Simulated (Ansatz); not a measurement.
# CH8O3Si2: up Jacob's ladder to CCSD(T)

An exercise on one series of results from a longer session: the logs are not shown, and one member is left open.

Method: functionals in def2-TZVPP, the program's frozen cores in correlated methods; program: Ansatz 0.2.0, Gaussian basis.

Plan: PBE-D4, r2SCAN-D4, PBE0-D4, B3LYP-D4, ωB97X-V, ωB97M-V, B2PLYP; CCSD(T)/def2-TZVPP; MP2/def2-QZVPP; extrapolation to the limit.

### The relaxed structure

All runs share one geometry, relaxed beforehand with PBE0-D4 in a triple-zeta def2 set.

SMILES `CO[SiH](O)O[SiH3]`, 14 atoms, charge 0, spin multiplicity 1.

Atoms are counted from 1 here; the program's logs count them from 0.

Bond lengths: C1–O2 1.410 Å, C1–H7 1.094 Å, C1–H8 1.091 Å, C1–H9 1.096 Å, O2–Si3 1.631 Å, Si3–O4 1.631 Å, Si3–O5 1.622 Å, Si3–H10 1.477 Å, O4–H11 0.958 Å, O5–Si6 1.640 Å, Si6–H12 1.484 Å, Si6–H13 1.484 Å, Si6–H14 1.486 Å. Angles: O2–C1–H7 111.0°, O2–C1–H8 108.3°, O2–C1–H9 111.7°, H7–C1–H8 108.7°, H7–C1–H9 108.6°, H8–C1–H9 108.4°, C1–O2–Si3 124.1°, O2–Si3–O4 106.8°, O2–Si3–O5 112.6°, O2–Si3–H10 109.8°, O4–Si3–O5 108.3°, O4–Si3–H10 112.9°, O5–Si3–H10 106.6°, Si3–O4–H11 117.1°, Si3–O5–Si6 142.6°, O5–Si6–H12 107.7°, O5–Si6–H13 110.2°, O5–Si6–H14 110.8° and more.

The first run:

in.yaml

```yaml
crystal:
  periodic: [false, false, false]
  atoms:
    - {symbol: C, position_ang: [0.177295, 0.759187, 2.245417]}
    - {symbol: O, position_ang: [0.213995, -0.418555, 1.471155]}
    - {symbol: Si, position_ang: [0.882244, -0.517027, -0.013808]}
    - {symbol: O, position_ang: [0.778628, -2.078335, -0.473650]}
    - {symbol: O, position_ang: [0.100928, 0.388716, -1.109009]}
    - {symbol: Si, position_ang: [-1.129197, 0.350213, -2.193469]}
    - {symbol: H, position_ang: [-0.553824, 1.469080, 1.846237]}
    - {symbol: H, position_ang: [-0.114458, 0.492450, 3.262275]}
    - {symbol: H, position_ang: [1.156476, 1.249980, 2.283156]}
    - {symbol: H, position_ang: [2.273466, -0.022617, 0.029083]}
    - {symbol: H, position_ang: [0.716973, -2.735332, 0.220831]}
    - {symbol: H, position_ang: [-1.532303, 1.751543, -2.467618]}
    - {symbol: H, position_ang: [-0.679796, -0.291357, -3.453989]}
    - {symbol: H, position_ang: [-2.290406, -0.397946, -1.646621]}
basis:
  gaussian: {orbitals: def2-TZVPP}
hamiltonian: {xc: pbe, dispersion: d4}
output: {forces: true, orbitals: {seedname: orbitals}}
```

Started as:

```sh
$ ansatz run in.yaml --threads 2 --pin off --events-out ev --progress --plain --max-ram 22528MiB --backend cuda --devices 0, --max-vram 18GiB
```

Steps of the session up to this table: PBE-D4 (GGA); r2SCAN-D4 (meta-GGA); PBE0-D4 (hybrid); B3LYP-D4 (hybrid); ωB97X-V (range-separated); ωB97M-V (range-separated); B2PLYP (double hybrid); CCSD(T) in def2-TZVPP; MP2 in def2-QZVPP.

One of the session's tables, all rows but one given; the rest of the session is left out.

| method | atomisation energy (kJ/mol) |
| --- | --- |
| PBE-D4 | ? |
| r2SCAN-D4 | 5305.3 |
| PBE0-D4 | 5238.9 |
| B3LYP-D4 | 5290.6 |
| ωB97X-V | 5324.4 |
| ωB97M-V | 5320.3 |
| B2PLYP | 5248.3 |
| HF/def2-TZVPP | 3904.0 |
| MP2/def2-TZVPP | 5274.1 |
| CCSD/def2-TZVPP | 5115.8 |
| CCSD(T)/def2-TZVPP | 5181.4 |
| MP2/CBS | 5425.3 |
| CCSD(T)/CBS | 5332.6 |

Estimate the missing values for PBE-D4.

The run gave: atomisation energy (kJ/mol): 5320.0. In the column «atomisation energy (kJ/mol)» it lies between r2SCAN-D4 (5305.3) and ωB97M-V (5320.3).

Limits of these values: Free atoms (1 C, 3 O, 2 Si, 8 H) were run apart at each level; the atomisation energy is their sum less the molecule, without zero-point or spin-orbit terms.
